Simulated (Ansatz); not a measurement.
# SiGeH₅ (doublet): the correlation ladder at distance Ge1–H5 along a hydrogen transfer = 1.917 Å, cc-pVDZ

The task here is to estimate one member of a computed series from the others.

Computed with Ansatz 0.2.0, Gaussian basis. Level: cc-pVDZ, core rule «outside noble gas», up to 19 orbitals frozen.

To be run: UHF; CCSD(T) on ROHF; CCSD(T) on UHF; BCCD(T) on ROHF; CISD; CCSDT(Q) on ROHF; CCSDT(Q) on UHF; CASSCF and MRCISD+Q, 3 electrons in 3 orbitals; CASSCF and NEVPT2, 3 electrons in 3 orbitals.

### The geometry

The geometry derives from fragments relaxed apart (PBE0/def2-TZVP) and kept rigid, so it is no stationary point. A hydrogen atom is moved between rigid fragments. No spin-orbit coupling is included. The filled d shell of Ge may be among the frozen orbitals whatever the setting's name suggests; the logs give the count.

7 atoms, charge 0, spin multiplicity 2.

Atoms are counted from 1 here; the program's logs count them from 0.

Bond lengths: Ge1–H2 1.534 Å, Ge1–H3 1.534 Å, Ge1–H4 1.534 Å, Ge1–H5 1.917 Å, H5–Si6 1.440 Å, Si6–H7 1.532 Å. Angles: H2–Ge1–H3 109.5°, H2–Ge1–H4 109.5°, H2–Ge1–H5 109.5°, H3–Ge1–H4 109.5°, H3–Ge1–H5 109.5°, H4–Ge1–H5 109.5°, Ge1–H5–Si6 180.0°, H5–Si6–H7 105.0°.

The first run:

File in.yaml:

```yaml
crystal:
  periodic: [false, false, false]
  atoms:
    - {symbol: Ge, position_ang: [-0.930854, 0.014100, 0.000000]}
    - {symbol: H, position_ang: [-1.442304, 1.460699, 0.000001]}
    - {symbol: H, position_ang: [-1.442304, -0.709200, 1.252791]}
    - {symbol: H, position_ang: [-1.442304, -0.709199, -1.252792]}
    - {symbol: H, position_ang: [0.986146, 0.014100, 0.000000]}
    - {symbol: Si, position_ang: [2.426146, 0.014100, 0.000000]}
    - {symbol: H, position_ang: [2.822581, -1.465414, -0.000001]}
basis:
  gaussian: {orbitals: cc-pVDZ}
magnetization: {spin_polarized: true, initial_magnetization: 1}
hamiltonian: {xc: hf}
output: {orbitals: {seedname: orbitals}}
```

Launch:

```console
$ ansatz run in.yaml --threads 1 --pin off --events-out ev --progress --plain --max-ram 2816MiB --backend cpu
```

Among the steps run: UHF; CCSD(T) on ROHF; CCSD(T) on UHF; BCCD(T) on ROHF; CISD; CCSDT(Q) on ROHF; CCSDT(Q) on UHF; CASSCF and MRCISD+Q, 3 electrons in 3 orbitals; CASSCF and NEVPT2, 3 electrons in 3 orbitals.

One table of the session follows, with a row left open; its other results are not shown here.

| method | from RCCSDT(Q) (meV) |
| --- | --- |
| ROHF | +7125.1 |
| RMP2 | +1659.6 |
| UMP2 | +1797.9 |
| CISD | +987.6 |
| RCCSD | +271.0 |
| UCCSD | +288.4 |
| RCCSD(T) | +61.6 |
| UCCSD(T) | ? |
| BCCD(T) | +62.2 |
| RCCSDT | +11.9 |
| UCCSDT | +14.2 |
| RCCSDT(Q) | 0 |
| UCCSDT(Q) | -0.3 |
| CASSCF pair | +6580.6 |
| NEVPT2 pair | +1459.8 |
| MRCISD pair | +790.3 |
| MRCISD+Q pair | +73.9 |

**Question.** Estimate the row for UCCSD(T).

**Answer.** from RCCSDT(Q) (meV): +74.7. In the column «from RCCSDT(Q) (meV)» it lies between MRCISD+Q pair (+73.9) and RCCSD (+271.0).

Limits of these values: The determinant is far from a pure spin state, so its energy mixes those of several spin states (harmless only where they are near-degenerate, as at dissociation). Left out of the table: UHF (another determinant or state than the rows shown). Restricted and unrestricted rows rest on different reference determinants; where their highest levels disagree by more than a few hundredths of an eV, they describe different states and don't form one ladder.
